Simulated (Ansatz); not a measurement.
Crystal: Hf2Pd2Se2Br2O3.

```
Hf Pd Se Br O
1.0
     7.58666   -1.70971   -1.17576
     7.58666    1.70971   -1.17576
    -2.02446    0.00000   13.05155
Hf Pd Se Br O
2 2 2 2 3
Direct
  0.94514 0.94514 0.06144
  0.60628 0.60628 0.28309
  0.17920 0.17920 0.50964
  0.32286 0.32286 0.74307
  0.92232 0.92232 0.84566
  0.78991 0.78991 0.58800
  0.58645 0.58645 0.04520
  0.24604 0.24604 0.28651
  0.59701 0.59701 0.42127
  0.38554 0.38554 0.07302
  0.03094 0.03094 0.22169
```

The cell was built by a generator and needn't be a form met in nature.

Base run:

| Item | Value |
| --- | --- |
| Program | Ansatz 0.2.0 |
| Functional | PBEsol |
| Potentials or basis | all-electron LAPW, scalar-relativistic |
| Cutoff | 501 eV |
| Density cutoff | 2005 eV |
| Basis error allowed | 0.002 eV/atom |
| k mesh | 6 × 6 × 2 |
| Occupations | fermi-dirac, width 0.05 eV |
| Spin | no spin polarisation |

Its results: band gap on the k mesh 0.64 eV, indirect (least direct gap 0.65 eV); pressure -2.5 GPa; largest force 0.351 eV/Å.

Problem. The run is repeated on the same cell with these changes: functional from PBEsol to RPBE. What comes out?

Solution. Band gap on the k mesh 0.68 eV, indirect (least direct gap 0.69 eV); pressure 1.6 GPa; largest force 0.225 eV/Å.

RPBE binds less tightly than PBEsol, so the same cell stands under more pressure.

Caveats: spin-orbit coupling is left out, which moves the levels of the heavy elements.

A k mesh can miss the band edges.

Not every run made on this cell is shown here.
